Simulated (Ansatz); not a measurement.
# Be2Ge: a single-point run

Wanted: a converged single-point run for Be2Ge, and a check of what comes out. The structure is shown as the input types it. The cell is built on a prototype (antifluorite) and needn't be the phase found in nature.

Computed with Ansatz 0.2.0 (density functional or hybrid calculation with the settings of its input, plane waves (as first typed), unless a step's input says otherwise).

5 further runs of the same task are left out: 1 for a known fault of the program, 4 that didn't finish.

**1. The structure to begin with**

The structure is cubic, space group Fm-3m (No. 225). The conventional cell has a = 5.357 Å, b = 5.357 Å, c = 5.357 Å, α = 90.00°, β = 90.00°, γ = 90.00°. Around Ge (site symmetry m-3m) lie 8 Be at 2.32 Å. Be (site symmetry -43m) is surrounded by 4 Ge at 2.32 Å.

As a file:

```cif
data_structure
_symmetry_space_group_name_H-M 'Fm-3m'
_symmetry_Int_Tables_number 225
_cell_length_a 5.3566
_cell_length_b 5.3566
_cell_length_c 5.3566
_cell_angle_alpha 90.000
_cell_angle_beta 90.000
_cell_angle_gamma 90.000
_cell_volume 153.70
loop_
_atom_site_label
_atom_site_type_symbol
_atom_site_symmetry_multiplicity
_atom_site_Wyckoff_symbol
_atom_site_fract_x
_atom_site_fract_y
_atom_site_fract_z
_atom_site_occupancy
Ge1 Ge 4 a 0.00000 0.00000 0.00000 1
Be1 Be 8 c 0.25000 0.75000 0.75000 1
```

**2. Running it**

input.yaml reads:

```yaml
crystal:
  lattice:
    - [0.0, 2.6783040144, 2.6783040144]
    - [2.6783040144, 0.0, 2.6783040144]
    - [2.6783040144, 2.6783040144, 0.0]
  atoms:
    - { symbol: Ge, position: [0.0, 0.0, 0.0] }
    - { symbol: Be, position: [0.25, 0.25, 0.25] }
    - { symbol: Be, position: [0.75, 0.75, 0.75] }
kpoints:
  mp_grid: { grid: [6, 6, 6] }
hamiltonian:
  xc: pbesol
scf:
  occupations: { method: fermi_dirac, width: 0.02 }
  n_extra_bands: 4
  max_iter: 3
output:
  forces: true
  stress: true
  eigenvalues: true
```

Command:

```
$ ansatz run input.yaml --threads 4 --pin off --max-ram 3686MiB --backend cpu --events-out ev --progress --plain --runs-dir out
```

**Question.** How will this run end, and is anything wrong with its input?

After 3 cycles the loop was ended unconverged. The density residual dr2 fell from 0.00354 to 4.8e-4 eV (threshold 1.0e-7) and was still falling. Its last energy is not a result.

In the input, scf.max_iter is 3. The limit on iterations ended the loop before it was done.

Remedy: delete scf.max_iter (the default then holds).
